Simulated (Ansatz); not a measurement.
# Si: the cost of one run

Computed with Ansatz 0.2.0 (DFT HSE06, scalar-relativistic, plane waves, PAW (the target; the first runs use scalar-relativistic PBE), unless a step's input says otherwise).

## (1) The starting structure

The structure is cubic, space group Fd-3m (No. 227). The conventional cell has a = 5.430 Å, b = 5.430 Å, c = 5.430 Å, α = 90.00°, β = 90.00°, γ = 90.00°. Around Si (site symmetry -43m) lie 4 Si at 2.35 Å.

Structure file:

```xyz
2
Lattice="0.0000 2.7150 2.7150 2.7150 0.0000 2.7150 2.7150 2.7150 0.0000" Properties=species:S:1:pos:R:3 pbc="T T T"
Si    2.7150    2.7150    2.7150
Si    4.0725    4.0725    4.0725
```

## (2) The first run (PBE, 6×6×6 mesh)

File input.yaml:

```yaml
crystal:
  lattice:
    - [0.0, 2.715, 2.715]
    - [2.715, 0.0, 2.715]
    - [2.715, 2.715, 0.0]
  atoms:
    - { symbol: Si, position: [0.5, 0.5, 0.5] }
    - { symbol: Si, position: [0.75, 0.75, 0.75] }
basis:
  ecutwfc: 420
  ecutrho_ratio: 4
kpoints:
  mp_grid: { grid: [6, 6, 6] }
hamiltonian:
  xc: pbe
scf:
  occupations: { method: gaussian, width: 0.05 }
output:
  forces: true
  stress: true
  eigenvalues: true
```

**Question.** How long does this run take on 4 threads of an Arm CPU, shared host, and how much memory does it need?

About 1.1 s, with a peak of 0.26 GiB.
